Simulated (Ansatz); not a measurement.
# Cl2OSe: the cost of one run

The runs use Ansatz 0.2.0, Gaussian basis; the settings change from run to run.

### Step 1. The molecule

The geometry comes from an earlier relaxation with PBE0-D4 in a triple-zeta def2 set; it is a stationary point.

SMILES `O=[Se](Cl)Cl`, 4 atoms, charge 0, spin multiplicity 1.

Atoms are counted from 1 here; the program's logs count them from 0.

Bond lengths: O1–Se2 1.590 Å, Se2–Cl3 2.198 Å, Se2–Cl4 2.198 Å. Angles: O1–Se2–Cl3 105.8°, O1–Se2–Cl4 105.8°, Cl3–Se2–Cl4 97.1°.

### Step 2. wB97M-V/def2-mTZVP

Set apart from the defaults: charge -1, multiplicity 2, atoms shaken by 0.15 Å, relativity set to scalar.

The input, in.yaml:

```yaml
crystal:
  periodic: [false, false, false]
  atoms:
    - {symbol: O, position_ang: [1.478107, -0.730692, 0.307599]}
    - {symbol: Se, position_ang: [-0.181241, -0.461854, 0.241533]}
    - {symbol: Cl, position_ang: [-0.470865, 1.141714, 1.120172]}
    - {symbol: Cl, position_ang: [-0.678826, -0.046045, -1.842847]}
basis:
  gaussian: {orbitals: def2-mTZVP}
total_charge: -1
magnetization: {spin_polarized: true, initial_magnetization: 1}
hamiltonian: {xc: {name: wB97M-V}, pseudopotentials: {relativity: scalar}}
output: {forces: true}
```

On the command line:

```
$ ansatz run in.yaml --threads 2 --pin off --events-out ev --progress --plain --max-ram 32768MiB --backend cpu
```

Q: Estimate wall time and peak memory on 2 threads of AMD EPYC 7R13, shared host.

About 12 s, with a peak of 0.52 GiB.
